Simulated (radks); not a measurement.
**Exchange and kinetic functionals tested on atomic densities: Cs, Ir⁴⁺, Sn³⁺, Mn, Tl²⁺**

Aim: take each self-consistent density and evaluate many functionals on it, against the exact exchange and kinetic energies of the same orbitals. Every spin shell is full or empty, so the densities are truly spherical.

Method: non-relativistic Kohn-Sham, r2SCAN, spin-polarised, spherical densities, point nucleus; open shells are filled with parallel spins first. Code: radks (a radial shooting solver on a logarithmic mesh, Libxc functionals) version 1.

## Step 1: What is computed

- species: Cs ([Xe] 6s1), Ir⁴⁺ ([Xe] 4f14 5d5), Sn³⁺ ([Kr] 4d10 5s1), Mn ([Ar] 3d5 4s2), Tl²⁺ ([Xe] 4f14 5d10 6s1)

## Step 2: Cs, [Xe] 6s1

The run's settings:

```text
Z 55
configuration [Xe] 6s1
relativity non-relativistic
functional r2scan,r2scan
spin polarised
nucleus point
```

## Step 3: Ir⁴⁺, [Xe] 4f14 5d5

The run's settings:

```text
Z 77
configuration [Xe] 4f14 5d5
relativity non-relativistic
functional r2scan,r2scan
spin polarised
nucleus point
```

## Step 4: Sn³⁺, [Kr] 4d10 5s1

The run's settings:

```text
Z 50
configuration [Kr] 4d10 5s1
relativity non-relativistic
functional r2scan,r2scan
spin polarised
nucleus point
```

## Step 5: Mn, [Ar] 3d5 4s2

The run's settings:

```text
Z 25
configuration [Ar] 3d5 4s2
relativity non-relativistic
functional r2scan,r2scan
spin polarised
nucleus point
```

## Step 6: Tl²⁺, [Xe] 4f14 5d10 6s1

The run's settings:

```text
Z 81
configuration [Xe] 4f14 5d10 6s1
relativity non-relativistic
functional r2scan,r2scan
spin polarised
nucleus point
```

Before running it: what results should come out? Wanted: for each run, error in magnitude; Cs; Ir⁴⁺; Sn³⁺; Mn; Tl²⁺.

**Answer**, as computed:

| error in magnitude (%) | Cs | Ir⁴⁺ | Sn³⁺ | Mn | Tl²⁺ |
| --- | --- | --- | --- | --- | --- |
| exchange, LDA | -4.70 | -3.85 | -4.90 | -6.45 | -3.80 |
| exchange, RPBE | -0.27 | -0.19 | -0.26 | +0.10 | -0.24 |
| exchange, PW86 | -0.25 | -0.34 | -0.22 | +0.47 | -0.40 |
| exchange, EV93 | -0.39 | -0.45 | -0.30 | +0.68 | -0.52 |
| exchange, APBE | +0.27 | +0.28 | +0.27 | +0.70 | +0.23 |
| exchange, r2SCAN | -0.14 | -0.14 | -0.11 | +0.12 | -0.18 |
| exchange, MS2 | -0.63 | -0.63 | -0.61 | -0.03 | -0.67 |
| exchange, Tao-Mo | -0.84 | -0.80 | -0.83 | -0.26 | -0.84 |
| exchange, TASK | -2.22 | -1.81 | -2.23 | -2.74 | -1.81 |
| kinetic, Thomas-Fermi | -5.16 | -4.69 | -5.28 | -6.60 | -4.59 |
| kinetic, TF + vW/5 | +2.90 | +2.49 | +3.04 | +3.95 | +2.46 |
| kinetic, APBEK | +0.10 | +0.03 | +0.14 | +0.11 | +0.05 |
| kinetic, revAPBEK | +0.27 | +0.17 | +0.32 | +0.39 | +0.19 |
| kinetic, Thakkar | -0.62 | -0.78 | -0.55 | -0.36 | -0.77 |
| kinetic, Pearson | -0.90 | -0.86 | -0.90 | -1.31 | -0.83 |
| kinetic, LKT | +18.50 | +16.16 | +19.23 | +25.49 | +15.86 |
| kinetic, DePristo-Kress | -0.12 | -0.21 | -0.07 | -0.07 | -0.19 |
| kinetic, Ernzerhof | -0.42 | -0.48 | -0.38 | -0.29 | -0.46 |

Negative means that the magnitude is too small. For exchange the mean absolute error is least for r2SCAN (0.14 %) and largest for LDA (4.74 %). Among the orbital-free kinetic functionals APBEK (0.09 %) does best and LKT (19.05 %) worst. The functionals are evaluated on one density each, not self-consistently.
